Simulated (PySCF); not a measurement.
# C₄H₈SSi₂: electronic excitations

Wanted: the electronic excitations of C₄H₈SSi₂ (`[SiH3]S[SiH]1C=CC=C1`), by calculation.

Computed with PySCF 2.14.0, with density-fitted response routines of our own, on a single molecule in the gas phase. Atoms count from 0, in the outputs and in this text.

### Step 1. Starting geometry

15 atoms, charge 0, multiplicity 1; geometry from: GFN2-xTB.

Bonds of the start (Å): Si0–S1 2.15, S1–Si2 2.16, Si2–C3 1.88, C3–C4 1.34, C4–C5 1.46, C5–C6 1.34, C6–Si2 1.88, Si0–H7 1.45, Si0–H8 1.46, Si0–H9 1.46, Si2–H10 1.46, C3–H11 1.08, C4–H12 1.08, C5–H13 1.08, C6–H14 1.08.

### Step 2. Ultraviolet spectrum: CAM-B3LYP/def2-SVPD

The job: settings as JSON, then the geometry in Å.

```
{"job": {"kind": "uv", "xc": "CAM-B3LYP", "basis": "def2-SVPD", "nstates": 8, "ntriplets": 3}, "charge": 0, "multiplicity": 1}
Si     3.020779    -0.172367     0.359477
S      1.548283    -1.376520    -0.632505
Si    -0.075860     0.010906    -0.937177
C     -0.606831     0.954219     0.604574
C     -1.849492     0.579463     0.928670
C     -2.470714    -0.420211     0.070779
C     -1.738059    -0.868069    -0.954811
H      4.197624    -1.022500     0.357953
H      3.206430     1.050584    -0.413146
H      2.551394     0.134682     1.705009
H      0.231538     0.852710    -2.090579
H     -0.052908     1.685483     1.168626
H     -2.397885     0.967412     1.775851
H     -3.472972    -0.759729     0.291456
H     -2.095740    -1.608073    -1.648404
```

With the program's defaults for keys left out, this is: TDDFT CAM-B3LYP/def2-SVPD, vertical, gas phase, core orbitals frozen in the response.

Started as:

```bash
$ OMP_NUM_THREADS=1 python probes_run.py task.json out
```

One launch serves the whole session: the jobs run in the order shown.

Output:

```text
coarse grid: 14176 points
cycle   1  E = -1133.7448776128  dE =  8.767e-01  |g| = 3.916e-01  |ddm| = 7.266e+00
cycle   2  E = -1133.7651804223  dE = -2.030e-02  |g| = 3.177e-01  |ddm| = 1.625e+00
cycle   3  E = -1133.7936109795  dE = -2.843e-02  |g| = 4.284e-02  |ddm| = 8.230e-01
cycle   4  E = -1133.7939240017  dE = -3.130e-04  |g| = 3.235e-02  |ddm| = 1.549e-01
cycle   5  E = -1133.7942024192  dE = -2.784e-04  |g| = 3.793e-03  |ddm| = 7.818e-02
cycle   6  E = -1133.7942070356  dE = -4.616e-06  |g| = 1.238e-03  |ddm| = 1.441e-02
final grid: 123408 points
cycle   7  E = -1133.9366356112  dE = -2.040e-05  |g| = 3.166e-03  |ddm| = 9.003e-02
cycle   8  E = -1133.9366357717  dE = -1.605e-07  |g| = 3.167e-03  |ddm| = 1.395e-02
cycle   9  E = -1133.9366385144  dE = -2.743e-06  |g| = 3.171e-04  |ddm| = 6.841e-03
cycle  10  E = -1133.9366385356  dE = -2.123e-08  |g| = 1.718e-04  |ddm| = 1.024e-03
cycle  11  E = -1133.9366385436  dE = -8.013e-09  |g| = 2.523e-05  |ddm| = 3.672e-04
cycle  12  E = -1133.9366385439  dE = -2.399e-10  |g| = 7.601e-06  |ddm| = 8.464e-05
converged SCF energy = -1133.9366385439

Static polarisability (au): isotropic 115.457, principal 90.259 110.702 145.411

Singlet excitations
state   eV       nm        f      main configurations
  1   4.2278    293.3   0.03472   H->L 0.98
  2   4.8911    253.5   0.01153   H-1->L 0.94
  3   5.4958    225.6   0.00300   H-2->L 0.54, H-3->L 0.34
  4   6.1229    202.5   0.00654   H-1->L+1 0.81
  5   6.2742    197.6   0.03739   H-3->L 0.34, H-4->L 0.26, H-2->L 0.19
  6   6.4567    192.0   0.01204   H-1->L+2 0.62
  7   6.5092    190.5   0.00946   H->L+1 0.33, H->L+2 0.23, H->L+4 0.17
  8   6.5884    188.2   0.00061   H->L+3 0.77, H->L+4 0.09

Triplet excitations (Tamm-Dancoff, eV): 2.5610 4.6082 4.8224
```

Wall time 90 s (1 thread of Arm Neoverse N1, shared host); peak memory 1 GiB.

Frontier orbitals and where they lie:

| orbital | eV | atoms |
| --- | --- | --- |
| HOMO−3 | -10.25 | C6 21 %, S1 18 %, Si2 17 % |
| HOMO−2 | -9.73 | S1 48 %, Si2 12 %, C3 11 % |
| HOMO−1 | -8.49 | S1 70 %, Si0 9 %, Si2 8 % |
| HOMO | -8.13 | C3 26 %, C6 26 %, C4 18 % |
| LUMO | -0.73 | C4 18 %, C5 18 %, C3 17 % |
| LUMO+1 | 0.85 | Si0 36 %, S1 23 %, H9 10 % |
| LUMO+2 | 1.15 | Si0 28 %, S1 23 %, Si2 11 % |

With each of the 8 states as a Gaussian band of 0.4 eV half-width at 1/e, the curve within the window shown has maxima at 292 nm (ε 1,400), 196 nm (ε 2,500) L/(mol cm). Beyond the last state computed it falls off for lack of states. The curve at chosen wavelengths:

```tsv
nm	ε (L/mol/cm)
180	472
186	1344
193	2337
199	2348
206	1513
212	785
219	343
225	231
232	248
238	327
244	429
251	537
257	613
264	727
270	881
277	1116
283	1305
289	1421
296	1414
302	1290
309	1056
315	828
322	578
328	402
335	248
341	158
```

Leading natural transition orbitals of singlet state 5: the hole lies on S1 30 %; Si2 14 %; C6 11 %; the particle on C3, C6 about 18 % each; C4, C5 about 14 % each; Si2 7 %.

Leading natural transition orbitals of singlet state 1: the hole lies on C3, C6 about 28 % each; C4, C5 about 15 % each; the particle on 4 C atoms about 15 % each; Si2 11 %; S1 7 %.

Further results of this job:

| property | computed |
| --- | --- |
| dipole moment (D) | 1.45 |
| polarisability (Å³) | 17.11 |
| HOMO–LUMO gap (eV) | 7.40 |
| −ε(HOMO) (eV) | 8.13 |

Orbitals, density, ELF and potential are computed afterwards from the orbital file.

Frontier orbitals at CAM-B3LYP/def2-SVPD, with the share of their density that lies nearest to each atom:

| orbital | energy (eV) | lies on |
| --- | --- | --- |
| HOMO | -8.13 | C3, C6 about 28 % each; C4, C5 about 15 % each |
| LUMO | -0.73 | C3, C6 about 17 % each; C4, C5 about 13 % each; Si2 8 % |

ELF in a plane through or near 6 of the atoms.

Ten even steps from '0' (0.00) to '9' (1.00):
```
0000000000000000000000000000
0000000000000000000000000000
0000000000000000000000000000
0000000000000000014400000000
0000000142000100089970000000
0000002798200320199981000000
0000004999700455589940000000
0000004999800468826500000000
0000121138300567758635300000
0002670651311353175499830000
0006993544755321261199930000
0006998139768526678668610000
0002883168118648654400000000
0000220168437426679810000000
0000000168986101599940000000
0000000057875000399950000000
0000000013541000067500000000
0000000000000000000000000000
0000000000000000000000000000
0000000000000000000000000000
```
The map spans 13.6 Å across and 9.6 Å up, centred on the molecule. Atoms in the plane (x, y in Å): Si0 (-3.0, 0.0), C4 (1.8, 1.1), C5 (2.5, -0.1), C6 (1.8, -1.2), H12 (2.3, 2.1), H14 (2.2, -2.2).

log10 of the density (e/Å³) in the same plane.

Values, 10 rows by 14 columns:
```
-4.0 -4.0 -4.0 -4.0 -4.0 -4.0 -4.0 -4.0 -4.0 -4.0 -4.0 -4.0 -4.0 -4.0
-4.0 -4.0 -4.0 -4.0 -3.8 -3.9 -3.7 -3.4 -3.2 -2.9 -3.4 -4.0 -4.0 -4.0
-4.0 -4.0 -3.6 -2.6 -2.2 -2.5 -2.4 -1.9 -1.7 -0.9 -1.8 -3.5 -4.0 -4.0
-4.0 -3.9 -2.6 -1.5 -0.7 -1.3 -1.7 -0.7 -0.3  0.2 -1.3 -2.9 -4.0 -4.0
-4.0 -2.9 -1.7 -0.7 -0.2 -0.9 -1.4 -0.4 -0.1  0.2 -0.7 -1.8 -3.4 -4.0
-4.0 -2.5 -1.0 -0.2  0.5 -0.4 -0.6 -0.7 -0.5  0.6  0.0 -1.3 -3.1 -4.0
-4.0 -2.8 -1.6 -1.1 -0.5  0.3  0.0 -0.6  0.1  0.2 -1.2 -2.3 -3.7 -4.0
-4.0 -3.8 -2.9 -2.3 -1.1 -0.4 -0.7 -1.5 -0.8  0.2 -1.5 -3.2 -4.0 -4.0
-4.0 -4.0 -4.0 -3.4 -2.3 -1.8 -2.0 -2.8 -2.2 -1.7 -2.6 -3.9 -4.0 -4.0
-4.0 -4.0 -4.0 -4.0 -3.7 -3.5 -3.6 -4.0 -3.9 -3.7 -4.0 -4.0 -4.0 -4.0
```
The map spans 13.6 Å across and 9.6 Å up, centred on the molecule. Atoms in the plane (x, y in Å): Si0 (-3.0, 0.0), C4 (1.8, 1.1), C5 (2.5, -0.1), C6 (1.8, -1.2), H12 (2.3, 2.1), H14 (2.2, -2.2).

On the surface of density 0.002 e/bohr³ the electrostatic potential runs, from the 1st to the 99th percentile, from -0.88 V near S1 to 1.28 V near H7.

### Step 3. What came out

```
                                quantity                        value
    lowest singlet (CAM-B3LYP/def2-SVPD)  4.23 eV (293 nm), f = 0.035
brightest single state of those computed  state 5, 6.27 eV, f = 0.037
                          lowest triplet                      2.56 eV
   surface potential, 1st and 99th percentile           -0.88 V and 1.28 V
```

The lowest singlet, at 4.23 eV, is HOMO→LUMO 0.98 and is weak; of the 8 states computed, the strongest absorption comes from state 5 at 6.27 eV. The lowest triplet lies 1.67 eV below the lowest singlet (triplets in Tamm-Dancoff, singlets in full TDDFT). By nearest atom (CAM-B3LYP/def2-SVPD), the HOMO sits on C3, C6 about 28 % each; C4, C5 about 15 % each and the LUMO on C3, C6 about 17 % each; C4, C5 about 13 % each.
